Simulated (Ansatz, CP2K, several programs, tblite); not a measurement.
Energy against volume for Mg₂C (antifluorite), at fixed shape and fractional coordinates, computed by several methods (PBE and r2SCAN, where shown, with plane waves in Ansatz); the cell shown is that of r2SCAN. The symmetry is Fm-3m (No. 225, cubic); conventional cell a = 5.422 Å, 13.28 Å³ an atom. C is surrounded by 8 Mg at 2.35 Å; Mg is surrounded by 4 C at 2.35 Å. Spin-unpolarised throughout. Whether this structure exists isn't addressed. Energies count from each curve's lowest point; fits are third-order Birch-Murnaghan.

```cif
data_structure
_symmetry_space_group_name_H-M 'P 1'
_symmetry_Int_Tables_number 1
_cell_length_a 3.8339
_cell_length_b 3.8339
_cell_length_c 3.8339
_cell_angle_alpha 60.000
_cell_angle_beta 60.000
_cell_angle_gamma 60.000
_cell_volume 39.85
loop_
_atom_site_label
_atom_site_type_symbol
_atom_site_fract_x
_atom_site_fract_y
_atom_site_fract_z
_atom_site_occupancy
C1 C 0.00000 0.00000 0.00000 1
Mg1 Mg 0.25000 0.25000 0.25000 1
Mg2 Mg 0.75000 0.75000 0.75000 1
```

GFN1-xTB (tblite), on the shape of the cell shown, as a cluster of 96 atoms at the zone centre:

| V (Å³/atom) | E (meV/atom) |
| --- | --- |
| 11.688 | 301.62 |
| 12.485 | 190.32 |
| 13.282 | 107.20 |
| 14.079 | 49.09 |
| 14.876 | 0.00 |

This method closes the gap of a crystal that DFT finds insulating, so its curve rests on a wrong state.
The lowest point is an end point, so the minimum isn't bracketed.

Q: PBE, on the shape of its own relaxed cell, gives
```tsv
V (Å³/atom)	E (meV/atom)
12.748	15.18
13.155	3.57
13.562	0.00
13.969	3.39
14.376	12.74
```
What equilibrium volume and bulk modulus follow?

A: V₀ = 13.56 Å³ an atom and B₀ = 91 GPa.

Q: r2SCAN, on the shape of its own relaxed cell, gives
```tsv
V (Å³/atom)	E (meV/atom)
12.485	16.25
12.884	3.85
13.282	0.00
13.681	3.51
14.079	13.36
```
What equilibrium volume and bulk modulus follow?

A: V₀ = 13.28 Å³ an atom and B₀ = 98 GPa.

PBE/SZV (CP2K), on the shape of the cell shown:

| V (Å³/atom) | E (meV/atom) |
| --- | --- |
| 11.688 | 377.63 |
| 12.485 | 237.68 |
| 13.282 | 143.75 |
| 14.079 | 64.50 |
| 14.876 | 0.00 |

This method closes the gap of a crystal that DFT finds insulating, so its curve rests on a wrong state.
The lowest point is an end point, so the minimum isn't bracketed.

PBE/DZVP (CP2K), on the shape of the cell shown:
```csv
V (Å³/atom),E (meV/atom)
11.688,112.77
12.485,33.41
13.282,6.20
14.079,0.00
14.876,17.28
```
The points scatter about a smooth fit, a numerical artefact, so no fit is quoted.
